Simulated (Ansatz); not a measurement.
**AlH5O2Si: up Jacob's ladder to CCSD(T)**

How much do the methods differ for AlH5O2Si? The plan is to run it at one geometry with functionals of several rungs and with coupled cluster. The yardstick is the atomisation energy at the CCSD(T) limit.

Program: Ansatz 0.2.0, Gaussian basis. Level of theory: functionals in def2-TZVPP, the program's frozen cores in correlated methods. These are calculated values, not measurements.

Levels to be run: LDA (SPW92), PBE-D4, revPBE-D4, BLYP-D4, r2SCAN-D4, B97M-V, PBE0-D4, B3LYP-D4, r2SCANh-D4, r2SCAN0-D4, HSE06-D4, BHLYP-D4, CAM-B3LYP-D4, LC-ωPBE, ωB97X-V, ωB97M-V, B2PLYP, PBE-QIDH; CCSD(T)/def2-SVP; CCSD(T)/def2-TZVPP; MP2/def2-QZVPP; extrapolation to the limit; RPA on PBE.

## (1) The relaxed structure

The geometry comes from an earlier relaxation with PBE0-D4 in a triple-zeta def2 set; it is a stationary point, not always the lowest conformer.

SMILES `[OH][AlH][SiH2]O`, 9 atoms, charge 0, spin multiplicity 1.

Atoms are counted from 1 here; the program's logs count them from 0.

Bond lengths: O1–Al2 1.701 Å, O1–H5 0.956 Å, Al2–Si3 2.472 Å, Al2–H6 1.584 Å, Si3–O4 1.665 Å, Si3–H7 1.497 Å, Si3–H8 1.490 Å, O4–H9 0.958 Å. Angles: Al2–O1–H5 122.4°, O1–Al2–Si3 118.2°, O1–Al2–H6 115.4°, Si3–Al2–H6 126.4°, Al2–Si3–O4 112.2°, Al2–Si3–H7 111.7°, Al2–Si3–H8 111.2°, O4–Si3–H7 110.3°, O4–Si3–H8 104.8°, H7–Si3–H8 106.3°, Si3–O4–H9 116.9°.

## (2) LDA

This LDA is Slater exchange with PW92 correlation.

Contents of in.yaml:

```yaml
crystal:
  periodic: [false, false, false]
  atoms:
    - {symbol: O, position_ang: [-0.987553, 2.141968, -0.464557]}
    - {symbol: Al, position_ang: [-0.288009, 1.224152, 0.784859]}
    - {symbol: Si, position_ang: [0.361618, -1.110348, 0.295082]}
    - {symbol: O, position_ang: [0.223167, -1.474443, -1.324094]}
    - {symbol: H, position_ang: [-1.185240, 1.772150, -1.324010]}
    - {symbol: H, position_ang: [-0.113975, 1.979427, 2.166506]}
    - {symbol: H, position_ang: [1.745816, -1.412215, 0.779986]}
    - {symbol: H, position_ang: [-0.542561, -2.076083, 0.980226]}
    - {symbol: H, position_ang: [0.875237, -1.090908, -1.911297]}
basis:
  gaussian: {orbitals: def2-TZVPP}
hamiltonian: {xc: lda}
output: {orbitals: {seedname: orbitals}}
```

Command:

```console
$ ansatz run in.yaml --threads 2 --pin off --events-out ev --progress --plain --max-ram 4352MiB
```

The runs that follow: PBE-D4 (GGA); revPBE-D4 (GGA); BLYP-D4 (GGA); r2SCAN-D4 (meta-GGA); B97M-V (meta-GGA); B3LYP-D4 (hybrid); r2SCANh-D4 (hybrid); r2SCAN0-D4 (hybrid); HSE06-D4 (hybrid); BHLYP-D4 (hybrid); CAM-B3LYP-D4 (range-separated); LC-ωPBE (range-separated); ωB97X-V (range-separated); ωB97M-V (range-separated); B2PLYP (double hybrid); PBE-QIDH (double hybrid); CCSD(T) in def2-SVP; CCSD(T) in def2-TZVPP; MP2 in def2-QZVPP; RPA on PBE orbitals.

**Question.** What will the summary of the whole plan be? Wanted: atomisation energy, CCSD(T)/CBS; farthest beyond LDA; mean size of error, GGA; mean size of error, meta-GGA; mean size of error, hybrid; mean size of error, range-separated; mean size of error, double hybrid; gap, smallest and largest; T1 diagnostic.

**Answer**, as computed:

```
                               quantity                                      value
        atomisation energy, CCSD(T)/CBS                              2993.9 kJ/mol
 functionals within 15.0 kJ/mol (0.5 %)                            B97M-V, ωB97X-V
                    farthest beyond LDA                   BHLYP-D4 (-124.0 kJ/mol)
                mean size of error, GGA                                51.7 kJ/mol
           mean size of error, meta-GGA                                15.0 kJ/mol
             mean size of error, hybrid                                72.7 kJ/mol
    mean size of error, range-separated                                23.8 kJ/mol
      mean size of error, double hybrid                                68.6 kJ/mol
              gap, smallest and largest  3.61 eV (LDA (SPW92)), 10.24 eV (LC-ωPBE)
                          T1 diagnostic                                     0.0131
triples share of the correlation energy                                      3.3 %
```

**Reading.** The LDA atomisation energy is off by 363.9 kJ/mol (12 %): it overbinds. PBE-D4 misses by -20.8 kJ/mol. Double hybrids carry the basis error of their MP2 part in triple zeta, and no dispersion term here, so their miss is partly the set-up's. By mean error the best rung here is meta-GGA (15.0 kJ/mol) and the worst beyond LDA is hybrid (72.7 kJ/mol). The mean of the hybrids holds BHLYP, with half exact exchange. Misses under about 15.0 kJ/mol are within the doubt on the reference itself, which lacks core-valence correlation, relativity and higher excitations. Hartree-Fock recovers 71 % of the binding; the rest is correlation. CCSD(T) in def2-SVP is off by -258.5 kJ/mol, which most functionals beat. Orbital gaps span 3.6 to 10.2 eV; exact exchange widens them.
